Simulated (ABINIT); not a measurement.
Crystal: MoN2.

```
Mo N
1.0
     4.34805    0.00000    0.00000
     0.00000    4.34805    0.00000
     0.00000    0.00000    2.76746
Mo N
2 4
Cartesian
  0.0000 0.0000 0.0000
  2.1740 2.1740 0.0000
  2.6595 3.8626 1.3837
  1.6886 0.4854 1.3837
  0.4854 2.6595 1.3837
  3.8626 1.6886 1.3837
```

Measurements of this composition are mostly on another form, of space group No. 160.

Base run:

* Program: ABINIT 10.8.3 (patched build)
* Functional: PBE
* Potentials or basis: JTH PAW PBE v2.0
* Cutoff: 707 eV
* k mesh: 6 × 6 × 10
* Occupations: fermi-dirac, width 0.05 eV
* Spin: no spin polarisation

Its results: band gap on the k mesh none (metal or under the smearing width); pressure -4.1 GPa; largest force 0.043 eV/Å.

Question: After a change of settings the same cell gave: band gap on the k mesh none (metal or under the smearing width); pressure -21.3 GPa; largest force 0.164 eV/Å. Which change was it?
A. functional from PBE to PBEsol; potentials or basis from JTH PAW PBE v2.0 to PseudoDojo NC SR PBEsol v0.4.1 standard; cutoff from 707 eV to 1143 eV
B. functional from PBE to LDA; potentials or basis from JTH PAW PBE v2.0 to JTH PAW LDA v2.0
C. functional from PBE to r2SCAN; cutoff from 707 eV to 844 eV; fine-grid cutoff from 1306.15 eV to 1442.2 eV

Answer: B.
